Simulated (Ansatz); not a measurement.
**CH5Cl3GeOSi: small, medium and large basis sets**

Aim: see how fast density functionals converge with the basis set for CH5Cl3GeOSi.

The runs use Ansatz 0.2.0, Gaussian basis; one geometry, several basis sets.

Plan: PBE0-D4/def2-SVP; ωB97M-V/def2-SVP; PBE0-D4/def2-QZVPP; ωB97M-V/def2-QZVPP; the functionals' def2-TZVPP values are taken from earlier runs.

2 further runs of the same task are left out: 2 that didn't finish.

## (1) Structure used throughout

The geometry comes from an earlier relaxation with PBE0-D4 in a triple-zeta def2 set; it is a stationary point, not always the lowest conformer.

SMILES `C[O][GeH2][Si](Cl)(Cl)Cl`, 12 atoms, charge 0, spin multiplicity 1.

Atoms are counted from 1 here; the program's logs count them from 0.

Bond lengths: C1–O2 1.409 Å, C1–H8 1.097 Å, C1–H9 1.098 Å, C1–H10 1.092 Å, O2–Ge3 1.776 Å, Ge3–Si4 2.393 Å, Ge3–H11 1.532 Å, Ge3–H12 1.542 Å, Si4–Cl5 2.044 Å, Si4–Cl6 2.040 Å, Si4–Cl7 2.045 Å. Angles: O2–C1–H8 112.0°, O2–C1–H9 112.3°, O2–C1–H10 107.8°, H8–C1–H9 108.3°, H8–C1–H10 108.1°, H9–C1–H10 108.2°, C1–O2–Ge3 118.8°, O2–Ge3–Si4 109.1°, O2–Ge3–H11 105.2°, O2–Ge3–H12 109.7°, Si4–Ge3–H11 111.2°, Si4–Ge3–H12 109.0°, H11–Ge3–H12 112.6°, Ge3–Si4–Cl5 110.0°, Ge3–Si4–Cl6 110.6°, Ge3–Si4–Cl7 111.2°, Cl5–Si4–Cl6 108.7°, Cl5–Si4–Cl7 108.1° and more.

## (2) PBE0-D4 in def2-SVP

File in.yaml:

```yaml
crystal:
  periodic: [false, false, false]
  atoms:
    - {symbol: C, position_ang: [1.191336, -0.389281, 1.557331]}
    - {symbol: O, position_ang: [0.016596, -1.085293, 1.209763]}
    - {symbol: Ge, position_ang: [-0.507081, -1.083755, -0.487746]}
    - {symbol: Si, position_ang: [-0.899954, 1.171953, -1.182618]}
    - {symbol: Cl, position_ang: [-1.994682, 1.191410, -2.909131]}
    - {symbol: Cl, position_ang: [-1.922149, 2.199301, 0.253463]}
    - {symbol: Cl, position_ang: [0.859679, 2.153110, -1.535738]}
    - {symbol: H, position_ang: [1.073101, 0.696462, 1.451607]}
    - {symbol: H, position_ang: [2.054031, -0.701785, 0.954537]}
    - {symbol: H, position_ang: [1.409955, -0.606809, 2.604973]}
    - {symbol: H, position_ang: [-1.801012, -1.903060, -0.509632]}
    - {symbol: H, position_ang: [0.597077, -1.697451, -1.372708]}
basis:
  gaussian: {orbitals: def2-SVP}
hamiltonian: {xc: pbe0, dispersion: d4}
output: {orbitals: {seedname: orbitals}}
```

After this run come: ωB97M-V in def2-SVP; PBE0-D4 in def2-QZVPP; ωB97M-V in def2-QZVPP.

**Question.** What will the summary of the whole plan be? Wanted: PBE0-D4: double and triple zeta above quadruple; ωB97M-V: double and triple zeta above quadruple.

As calculated:

```
                                       quantity           value
PBE0-D4: double and triple zeta above quadruple  29.49, 2.76 eV
ωB97M-V: double and triple zeta above quadruple  29.32, 2.66 eV
```

**Reading.** PBE0-D4 gains 26.72 eV from double to triple zeta, then 2.76 eV more. These are total energies; as a rule much of such shifts cancels in differences, which this series doesn't test.
